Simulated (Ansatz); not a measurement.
# AsF2 (doublet): wave-function methods side by side at a displaced geometry (v1), cc-pVDZ

The task here is to estimate one member of a computed series from the others.

Computed with Ansatz 0.2.0, Gaussian basis. Level: cc-pVDZ, core rule «outside noble gas», up to 16 orbitals frozen.

To be run: UHF; CCSD(T) on ROHF; CCSD(T) on UHF; BCCD(T) on ROHF; CISD; CCSDT(Q) on ROHF; CCSDT(Q) on UHF; CASSCF and MRCISD+Q, 15 electrons in 10 orbitals; CASSCF and NEVPT4(SD), 15 electrons in 10 orbitals; CASSCF and NEVPT2, 15 electrons in 10 orbitals.

21 further runs of the same task are left out: 7 that didn't finish, 14 set aside as unsound or not needed.

### What is computed

The geometry is a PBE0/def2-TZVP stationary point (not a proven minimum) with its atoms shifted at random (size 0.040 Å). No spin-orbit coupling is included. The filled d shell of As may be among the frozen orbitals whatever the setting's name suggests; the logs give the count.

3 atoms, charge 0, spin multiplicity 2.

Atoms are counted from 1 here; the program's logs count them from 0.

Bond lengths: As1–F2 1.727 Å, As1–F3 1.720 Å. Angles: F2–As1–F3 94.9°.

Geometry (Å):

```xyz
3

As   -0.0078   -0.3921    0.0109
F    -0.0086    0.7435   -1.2908
F     0.0393    0.8028    1.2477
```

The first run:

in.yaml

```yaml
crystal:
  periodic: [false, false, false]
  atoms:
    - {symbol: As, position_ang: [-0.007790, -0.392089, 0.010923]}
    - {symbol: F, position_ang: [-0.008623, 0.743461, -1.290823]}
    - {symbol: F, position_ang: [0.039341, 0.802771, 1.247749]}
basis:
  gaussian: {orbitals: cc-pVDZ}
magnetization: {spin_polarized: true, initial_magnetization: 1}
hamiltonian: {xc: hf}
output: {orbitals: {seedname: orbitals}}
```

Run with:

```
> ansatz run in.yaml --threads 1 --pin off --events-out ev --progress --plain --max-ram 2393MiB
```

Steps of the session up to this table: UHF; CCSD(T) on ROHF; CCSD(T) on UHF; BCCD(T) on ROHF; CISD; CCSDT(Q) on ROHF; CCSDT(Q) on UHF; CASSCF and MRCISD+Q, 15 electrons in 10 orbitals; CASSCF and NEVPT4(SD), 15 electrons in 10 orbitals; CASSCF and NEVPT2, 15 electrons in 10 orbitals.

One table of the session follows, with a row left open; its other results are not shown here.

| method | from UCCSDT(Q) (kcal/mol) |
| --- | --- |
| ROHF | +306.66 |
| UHF | +303.80 |
| RMP2 | +13.98 |
| UMP2 | +14.36 |
| RCCSD | +7.23 |
| UCCSD | +7.13 |
| RCCSD(T) | +1.28 |
| UCCSD(T) | +1.24 |
| BCCD(T) | ? |
| RCCSDT | +0.88 |
| UCCSDT | +0.82 |
| RCCSDT(Q) | +0.18 |
| UCCSDT(Q) | 0 |
| CASSCF valence | +270.63 |
| NEVPT2 valence | +28.60 |
| NEVPT4(SD) valence | +4.42 |
| MRCISD valence | +26.00 |
| MRCISD+Q valence | +4.75 |

Estimate the missing values for BCCD(T).

The run gave: from UCCSDT(Q) (kcal/mol): +1.09. In the column «from UCCSDT(Q) (kcal/mol)» it lies between RCCSDT (+0.88) and UCCSD(T) (+1.24).

Not comparable, so not listed: CISD (they don't share determinant, frozen orbitals or solution with the rows shown, or repeat one).

Limits of these values: Restricted and unrestricted rows rest on different reference determinants; where their highest levels disagree by more than a few hundredths of an eV, they describe different states and don't form one ladder.
